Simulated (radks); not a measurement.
# W⁻ inside a hard spherical wall

Aim: energy, levels and pressure of W⁻ as a wall, at which all orbitals vanish, closes in. The configuration stays [Xe] 4f14 5d5 6s2.

Method: scalar-relativistic Kohn-Sham, PBEsol, spin-polarised, spherical densities, finite nucleus; open shells are filled with parallel spins first. Code: radks (a radial shooting solver on a logarithmic mesh, Libxc functionals) version 1.

## 1. The atom as given

```
element            : tungsten (Z = 74)
charge             : -1
electrons          : 75
configuration      : [Xe] 4f14 5d5 6s2
nuclear rms radius : 5.3658 fm
```

The outer shells:

W⁻
```
[Xe] core
4f [↑↓][↑↓][↑↓][↑↓][↑↓][↑↓][↑↓]
5d [↑ ][↑ ][↑ ][↑ ][↑ ]
6s [↑↓]
```

## 2. Wall at 20 bohr

Input:

```text
Z 74
configuration [Xe] 4f14 5d5 6s2 6p0 7s0 5f0
relativity scalar-relativistic
functional pbe_sol,pbe_sol
spin polarised
nucleus finite rms 5.3658 fm
wall 20 bohr
c 137.035999084
```

## 3. Wall at 15 bohr

Settings, as their differences from step 2:

```diff
@@ -6,3 +6,3 @@
 nucleus finite rms 5.3658 fm
-wall 20 bohr
+wall 15 bohr
 c 137.035999084
```

## 4. Wall at 8 bohr

Settings, as their differences from step 3:

```diff
@@ -6,3 +6,3 @@
 nucleus finite rms 5.3658 fm
-wall 15 bohr
+wall 8 bohr
 c 137.035999084
```

## 5. Wall at 5 bohr

Settings, as their differences from step 4:

```diff
@@ -6,3 +6,3 @@
 nucleus finite rms 5.3658 fm
-wall 8 bohr
+wall 5 bohr
 c 137.035999084
```

## 6. Wall at 4 bohr

Settings, as their differences from step 5:

```diff
@@ -6,3 +6,3 @@
 nucleus finite rms 5.3658 fm
-wall 5 bohr
+wall 4 bohr
 c 137.035999084
```

## 7. Wall at 3.5 bohr

Settings, as their differences from step 6:

```diff
@@ -6,3 +6,3 @@
 nucleus finite rms 5.3658 fm
-wall 4 bohr
+wall 3.5 bohr
 c 137.035999084
```

## 8. Wall at 3 bohr

Settings, as their differences from step 7:

```diff
@@ -6,3 +6,3 @@
 nucleus finite rms 5.3658 fm
-wall 3.5 bohr
+wall 3 bohr
 c 137.035999084
```

## 9. Wall at 2.5 bohr

Settings, as their differences from step 8:

```diff
@@ -6,3 +6,3 @@
 nucleus finite rms 5.3658 fm
-wall 3 bohr
+wall 2.5 bohr
 c 137.035999084
```

## 10. Wall at 2 bohr

Settings, as their differences from step 9:

```diff
@@ -6,3 +6,3 @@
 nucleus finite rms 5.3658 fm
-wall 2.5 bohr
+wall 2 bohr
 c 137.035999084
```

## 11. Wall at 1.5 bohr

Settings, as their differences from step 10:

```diff
@@ -6,3 +6,3 @@
 nucleus finite rms 5.3658 fm
-wall 2 bohr
+wall 1.5 bohr
 c 137.035999084
```

What does the calculation give? Wanted: for each run, R; E − E(widest); ε(5d); ε(7s, empty); ε(6p, empty); ε(5f, empty); pressure.

The runs gave:

```csv
R (bohr),E − E(widest) (eV),ε(5d) (eV),"ε(7s, empty) (eV)","ε(6p, empty) (eV)","ε(5f, empty) (eV)",pressure (GPa)
20,0.000,1.355,2.206,2.250,3.226,0.000198
15,0.013,1.436,3.019,2.659,4.752,0.00231
8,0.657,2.503,9.030,4.508,11.605,0.651
5,8.687,7.185,30.741,11.988,24.576,30.2
4,25.625,12.783,57.945,22.588,36.569,161
3.5,47.293,18.084,84.943,33.935,46.963,429
3,94.317,27.179,132.08,55.038,63.484,1335
2.5,211.44,44.854,222.27,98.179,92.637,5129
2,560.97,85.384,417.96,198.15,152.20,26057
1.5,1894.5,204.42,929.76,477.91,301.89,199374
```

Eigenvalues are for spin up. At the tightest wall, 1.5 bohr, the energy stands 1894.5 eV above the widest wall (20 bohr) and the pressure, −dE/dV, is 199374 GPa. Of the levels in the table that exist at both ends, 7s (empty) rises most from the widest wall (20 bohr) (927.55 eV). From R = 20 bohr inwards the highest occupied level lies above zero, in an anion first from self-interaction, then from the wall. Shells are not refilled when levels cross, and a hard wall is a model, not a crystal.
